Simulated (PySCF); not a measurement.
# [Ce(HCN)]2+: other functionals and bases at one geometry

Aim: see how levels, charges and forces of [Ce(HCN)]2+ depend on the level of theory. The species was built from a template and needn't be a known compound.

Computed with PySCF 2.14.0. Level: several levels, as the steps say, no spin–orbit coupling.

1 further run of the same task is left out (for a known fault of the program).

**1. Where the work starts**

4 atoms, charge 2, spin multiplicity 1.

Bond lengths: Ce1–N2 2.609 Å, N2–C3 1.154 Å, C3–H4 1.094 Å. Angles: Ce1–N2–C3 180.0°, N2–C3–H4 180.0°.

As a file:

```xyz
4
charge 2, multiplicity 1
Ce    0.0000    0.0000   -0.4284
N     0.0000    0.0000    2.1804
C     0.0000    0.0000    3.3340
H     0.0000    0.0000    4.4276
```

Formal oxidation states: Ce +2. Each metal's 2 4f electrons lie in its core potential, so multiplicities, spins and levels count the valence alone. For divalent La, Ce, Gd or Lu the extra electron is normally 5d or 6s, so this core forces an excited configuration. An earlier session relaxed this geometry at PBE0, Ce lcecp-0-SVP with ECP48, N def2-SVP, C def2-SVP, H def2-SVP (singlet, point group C∞v).

At PBE0 on the finer grid: E = -119.362764 Eh, frontier levels not given, since the 4f levels lie in the core, Mulliken charge on Ce1 +1.80 e, largest force component 0.005 eV/Å. 

Levels to run: B3LYP; M06-L; PBE0, TZVP. Hardware: 2 threads of Arm Neoverse V1, shared host.

**2. B3LYP**

run.py (the lines that set the calculation) reads:

```python
mol = gto.M(atom='''
Ce     0.00000     0.00000    -0.42836
N      0.00000     0.00000     2.18040
C      0.00000     0.00000     3.33404
H      0.00000     0.00000     4.42760''',
    basis={'Ce': 'lcecp-0-SVP', 'N': 'def2-SVP', 'C': 'def2-SVP', 'H': 'def2-SVP'},
    ecp={'Ce': 'lcecp-0-SVP'},
    charge=2, spin=0)
mf = dft.RKS(mol, xc='B3LYP')
mf.grids.atom_grid = (75, 302)  # f atoms: unpruned, at least (60, 302)
mf = mf.density_fit()  # fitting sets: Ce AutoAux, N def2-universal-JKFIT, C def2-universal-JKFIT, H def2-universal-JKFIT
mf.conv_tol = 1e-08; mf.max_cycle = 55
mf.kernel(dm0)  # dm0: the density of the relaxed state
```

Launch:

```sh
OMP_NUM_THREADS=2 python run.py
```

**3. M06-L**

Changes to run.py (the lines that set the calculation) since step 2:

```diff
@@ -8,3 +8,3 @@
     charge=2, spin=0)
-mf = dft.RKS(mol, xc='B3LYP')
+mf = dft.RKS(mol, xc='M06L')
 mf.grids.atom_grid = (75, 302)  # f atoms: unpruned, at least (60, 302)
```

**4. PBE0, TZVP**

Basis: Ce lcecp-0-TZVP with ECP48, N def2-TZVP, C def2-TZVP, H def2-TZVP. 

run.py (the lines that set the calculation) reads:

```python
mol = gto.M(atom='''
Ce     0.00000     0.00000    -0.42836
N      0.00000     0.00000     2.18040
C      0.00000     0.00000     3.33404
H      0.00000     0.00000     4.42760''',
    basis={'Ce': 'lcecp-0-TZVP', 'N': 'def2-TZVP', 'C': 'def2-TZVP', 'H': 'def2-TZVP'},
    ecp={'Ce': 'lcecp-0-TZVP'},
    charge=2, spin=0)
mf = dft.RKS(mol, xc='PBE0')
mf.grids.atom_grid = (75, 302)  # f atoms: unpruned, at least (60, 302)
mf = mf.density_fit()  # fitting sets: Ce AutoAux, N def2-universal-JKFIT, C def2-universal-JKFIT, H def2-universal-JKFIT
mf.conv_tol = 1e-08; mf.max_cycle = 55
mf.kernel(dm0)  # dm0: free metal ions and neutral atoms
```

Before running it: what results should come out? Wanted: for each run, charge on Ce1; dipole; largest force.

**Answer**, as computed:

| level | state | charge on Ce1 (e) | dipole (D) | largest force (eV/Å) | basis functions | time |
| --- | --- | --- | --- | --- | --- | --- |
| PBE0 (relaxed here) | singlet | 1.80 | 1.93 | 0.00 | 64 | 3.2 s |
| B3LYP | singlet | 1.78 | 1.94 | 0.24 | 64 | 1.6 s |
| M06-L | singlet | 1.82 | 1.88 | 0.69 | 64 | 2.4 s |
| PBE0, TZVP | singlet | 1.86 | 2.01 | 1.11 | 115 | 5 s |

Times are on 2 threads of Arm Neoverse V1, shared host; the first row also made further properties. The dipole of a charged species depends on the origin, so these sizes hold for this origin alone.

The largest leftover force, 1.11 eV/Å with PBE0, TZVP, stands at a geometry relaxed at another level. The Mulliken charge on Ce spans +1.78 to +1.86 e over the levels. With 4f in the core, its levels are missing from HOMO and gap. Total energies of different levels can't be compared. Spin–orbit coupling is left out throughout.
